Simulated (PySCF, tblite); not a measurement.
**C₆H₉N: geometry, infrared bands and NMR shifts**

What infrared bands and NMR shifts should C₆H₉N (`N[C@@H]1C=C[C@H]2C[C@@H]12`) show?

Programs: tblite 0.8.0 and PySCF 2.14.0, with density-fitted response routines of our own. Each step states its level of theory. These are calculated values for one molecule in the gas phase, unless marked as measured. Atoms count from 0, in the outputs and in this text.

## (1) Starting geometry

16 atoms, charge 0, multiplicity 1; geometry from: force field or distance geometry start.

Bonds of the start (Å): N0–C1 1.47, C1–C2 1.49, C2–C3 1.35, C3–C4 1.49, C4–C5 1.51, C5–C6 1.51, C6–C1 1.52, C6–C4 1.52, N0–H7 1.01, N0–H8 1.02, C1–H9 1.09, C2–H10 1.08, C3–H11 1.07, C4–H12 1.09, C5–H13 1.08, C5–H14 1.08, C6–H15 1.09.

## (2) Optimising the geometry with GFN2-xTB

Job settings and geometry (Å):

```
{"job": {"kind": "relax", "xc": "GFN2-xTB", "basis": "xTB"}, "charge": 0, "multiplicity": 1}
N      2.071200    -0.816000     0.022700
C      0.772800    -0.486700    -0.576300
C      0.736000     0.968400    -0.916500
C     -0.269500     1.582300    -0.255100
C     -1.006600     0.668300     0.655300
C     -1.792400    -0.482500     0.081100
C     -0.335500    -0.677100     0.447300
H      2.059900    -1.778200     0.334100
H      2.191400    -0.250500     0.862400
H      0.594900    -1.109000    -1.449000
H      1.389200     1.446100    -1.625700
H     -0.516500     2.622600    -0.334300
H     -1.199500     1.009000     1.668600
H     -2.532900    -0.940400     0.716800
H     -2.064000    -0.454300    -0.963500
H     -0.106200    -1.293000     1.320600
```

Command:

```bash
> OMP_NUM_THREADS=1 python probes_run.py task.json out
```

The driver reads the jobs from task.json and runs them one after another.

**Question.** This job is followed by: GFN2-xTB harmonic vibrations, gas phase; GIAO PBE0/pcSseg-1 NMR shielding, non-relativistic, gas phase. What will the session give for the following? strongest single infrared mode (GFN2-xTB); zero-point energy (GFN2-xTB); ¹³C shifts against TMS (PBE0/pcSseg-1); ¹H shifts against TMS (PBE0/pcSseg-1, means over atoms taken as alike); ¹⁵N shifts against NH3 (PBE0/pcSseg-1); surface potential, 1st and 99th percentile.

**Answer**, as computed:

| quantity | value |
| --- | --- |
| strongest single infrared mode (GFN2-xTB) | 946 cm⁻¹, 94 km/mol |
| zero-point energy (GFN2-xTB) | 85.6 kcal/mol |
| ¹³C shifts against TMS (PBE0/pcSseg-1) | 144.4, 140.8, 65.7, 32.6, 26.9, 22.7 ppm |
| ¹H shifts against TMS (PBE0/pcSseg-1, means over atoms taken as alike) | 6.29, 5.70, 3.76, 1.87, 1.40, 0.95, 0.75, -0.25 ppm |
| ¹⁵N shifts against NH3 (PBE0/pcSseg-1) | 59.3 ppm |
| surface potential, 1st and 99th percentile | -1.71 V and 1.15 V |

Over 36 steps the energy fell by 0.170 eV; of the close pairs, C2–C3 changed most, 1.351 to 1.327 Å. All 42 modes are real, so the xTB geometry is a minimum. The strongest single mode, at 946 cm⁻¹, is spread over several atoms, H8, H7, N0, C6 among them. GFN2-xTB is a fitted tight-binding method: band positions and strengths are rough. Its intensities can rank the bands wrongly.
